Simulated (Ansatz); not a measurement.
# 72-atom supercell of rutile PbO2

What do PBEsol, HSE06 and r²SCAN give for the perfect crystal in this cell, and at what cost?

Method: density functional theory in Ansatz 0.2.0, PAW datasets, plane waves.

### 1 Starting point

72 atoms (24 Pb, 48 O); a = 9.994 Å, b = 9.994 Å, c = 10.229 Å, α = 90.00°, β = 90.00°, γ = 90.00°.

Plan of the steps: (2) PBEsol cell relaxation at the single k point (¼, ¼, ¼), on 1 × NVIDIA H100 80GB HBM3 with 4 threads of AMD EPYC 7R13; (3) HSE06 single point at the Γ point alone, on 1 × NVIDIA H100 80GB HBM3 with 4 threads of AMD EPYC 7R13; (4) r²SCAN single point at the Γ point alone, on 1 × NVIDIA H100 80GB HBM3 with 4 threads of AMD EPYC 7R13.

### 2 Relaxing cell and atoms with PBEsol

Contents of in.yaml:

```yaml
crystal:
  lattice:
    - [9.994454, 0.000000, 0.000000]
    - [0.000000, 9.994454, 0.000000]
    - [0.000000, 0.000000, 10.229409]
  atoms:
    - { symbol: Pb, position: [0.000000, 0.000000, 0.000000] }
    - { symbol: Pb, position: [0.000000, 0.000000, 0.333333] }
    - { symbol: Pb, position: [0.000000, 0.000000, 0.666667] }
    - { symbol: Pb, position: [0.000000, 0.500000, 0.000000] }
    - { symbol: Pb, position: [0.000000, 0.500000, 0.333333] }
    - { symbol: Pb, position: [0.000000, 0.500000, 0.666667] }
    - { symbol: Pb, position: [0.500000, 0.000000, 0.000000] }
    - { symbol: Pb, position: [0.500000, 0.000000, 0.333333] }
    - { symbol: Pb, position: [0.500000, 0.000000, 0.666667] }
    - { symbol: Pb, position: [0.500000, 0.500000, 0.000000] }
    - { symbol: Pb, position: [0.500000, 0.500000, 0.333333] }
    - { symbol: Pb, position: [0.500000, 0.500000, 0.666667] }
    - { symbol: Pb, position: [0.250000, 0.250000, 0.166667] }
    - { symbol: Pb, position: [0.250000, 0.250000, 0.500000] }
    - { symbol: Pb, position: [0.250000, 0.250000, 0.833333] }
    - { symbol: Pb, position: [0.250000, 0.750000, 0.166667] }
    - { symbol: Pb, position: [0.250000, 0.750000, 0.500000] }
    - { symbol: Pb, position: [0.250000, 0.750000, 0.833333] }
    - { symbol: Pb, position: [0.750000, 0.250000, 0.166667] }
    - { symbol: Pb, position: [0.750000, 0.250000, 0.500000] }
    - { symbol: Pb, position: [0.750000, 0.250000, 0.833333] }
    - { symbol: Pb, position: [0.750000, 0.750000, 0.166667] }
    - { symbol: Pb, position: [0.750000, 0.750000, 0.500000] }
    - { symbol: Pb, position: [0.750000, 0.750000, 0.833333] }
    - { symbol: O, position: [0.153830, 0.153830, 0.000000] }
    - { symbol: O, position: [0.153830, 0.153830, 0.333333] }
    - { symbol: O, position: [0.153830, 0.153830, 0.666667] }
    - { symbol: O, position: [0.153830, 0.653830, 0.000000] }
    - { symbol: O, position: [0.153830, 0.653830, 0.333333] }
    - { symbol: O, position: [0.153830, 0.653830, 0.666667] }
    - { symbol: O, position: [0.653830, 0.153830, 0.000000] }
    - { symbol: O, position: [0.653830, 0.153830, 0.333333] }
    - { symbol: O, position: [0.653830, 0.153830, 0.666667] }
    - { symbol: O, position: [0.653830, 0.653830, 0.000000] }
    - { symbol: O, position: [0.653830, 0.653830, 0.333333] }
    - { symbol: O, position: [0.653830, 0.653830, 0.666667] }
    - { symbol: O, position: [0.346170, 0.346170, 0.000000] }
    - { symbol: O, position: [0.346170, 0.346170, 0.333333] }
    - { symbol: O, position: [0.346170, 0.346170, 0.666667] }
    - { symbol: O, position: [0.346170, 0.846170, 0.000000] }
    - { symbol: O, position: [0.346170, 0.846170, 0.333333] }
    - { symbol: O, position: [0.346170, 0.846170, 0.666667] }
    - { symbol: O, position: [0.846170, 0.346170, 0.000000] }
    - { symbol: O, position: [0.846170, 0.346170, 0.333333] }
    - { symbol: O, position: [0.846170, 0.346170, 0.666667] }
    - { symbol: O, position: [0.846170, 0.846170, 0.000000] }
    - { symbol: O, position: [0.846170, 0.846170, 0.333333] }
    - { symbol: O, position: [0.846170, 0.846170, 0.666667] }
    - { symbol: O, position: [0.096170, 0.403830, 0.166667] }
    - { symbol: O, position: [0.096170, 0.403830, 0.500000] }
    - { symbol: O, position: [0.096170, 0.403830, 0.833333] }
    - { symbol: O, position: [0.096170, 0.903830, 0.166667] }
    - { symbol: O, position: [0.096170, 0.903830, 0.500000] }
    - { symbol: O, position: [0.096170, 0.903830, 0.833333] }
    - { symbol: O, position: [0.596170, 0.403830, 0.166667] }
    - { symbol: O, position: [0.596170, 0.403830, 0.500000] }
    - { symbol: O, position: [0.596170, 0.403830, 0.833333] }
    - { symbol: O, position: [0.596170, 0.903830, 0.166667] }
    - { symbol: O, position: [0.596170, 0.903830, 0.500000] }
    - { symbol: O, position: [0.596170, 0.903830, 0.833333] }
    - { symbol: O, position: [0.403830, 0.096170, 0.166667] }
    - { symbol: O, position: [0.403830, 0.096170, 0.500000] }
    - { symbol: O, position: [0.403830, 0.096170, 0.833333] }
    - { symbol: O, position: [0.403830, 0.596170, 0.166667] }
    - { symbol: O, position: [0.403830, 0.596170, 0.500000] }
    - { symbol: O, position: [0.403830, 0.596170, 0.833333] }
    - { symbol: O, position: [0.903830, 0.096170, 0.166667] }
    - { symbol: O, position: [0.903830, 0.096170, 0.500000] }
    - { symbol: O, position: [0.903830, 0.096170, 0.833333] }
    - { symbol: O, position: [0.903830, 0.596170, 0.166667] }
    - { symbol: O, position: [0.903830, 0.596170, 0.500000] }
    - { symbol: O, position: [0.903830, 0.596170, 0.833333] }
  symmetry: { detect: false }
kpoints:
  mp_grid: { grid: [1, 1, 1], shift: [0.25, 0.25, 0.25] }
hamiltonian:
  xc: pbesol
scf:
  occupations: { method: fermi_dirac, width: 0.01 }
relax:
  f_tol: 0.03
  max_steps: 80
  escape_saddle: false
  adjacent_minimum: "off"
  cell: { fix: [alpha, beta, gamma] }
output:
  forces: true
  eigenvalues: true
  populations: true
  write_density: true
  write_potential: true
  elf: true
  volumetric_format: npy
```

The run is started by

```console
$ ansatz run in.yaml --threads 4 --pin off --max-ram 42750MiB --runs-dir r --events-out ev --progress --plain --backend cuda --devices 0, --max-vram 37GiB
```

Further steps of the session: Single point with HSE06; Single point with r²SCAN.

Before running it: what results should come out? Wanted: for each run, top filled to lowest empty; energy; pressure.

As calculated:

```
             level         time   k points  top filled to lowest empty (eV)  energy (eV/atom)  pressure (GPa)
PBEsol, relaxation  5.1 s (GPU)  (¼, ¼, ¼)                             0.40        -4291.3779            0.01
             HSE06   46 s (GPU)          Γ                             0.23        -4347.1903               -
            r²SCAN  7.2 s (GPU)          Γ                             0.38        -4351.9022               -
```

```
     quantity                                                                       value
   relaxation                                            3 recorded steps, 0.00 eV gained
largest shift                                                                      0.00 Å
 relaxed cell  a = 9.995 Å, b = 9.995 Å, c = 10.226 Å, α = 90.00°, β = 90.00°, γ = 90.00°
```

The atoms kept their fractional positions, and energy and volume hardly changed. At the same k points, r²SCAN gives a spacing 0.15 eV larger than the 0.23 eV of HSE06. Rows on different k points differ by sampling as well as by level. The HSE06 single point took about 6.4 times as long as the r²SCAN one on the same kind of device. Spin–orbit coupling is left out, which matters for the band edges of the heavier elements here. With one k point the spacing samples only the states that fold onto it, so it can exceed the gap over the zone.
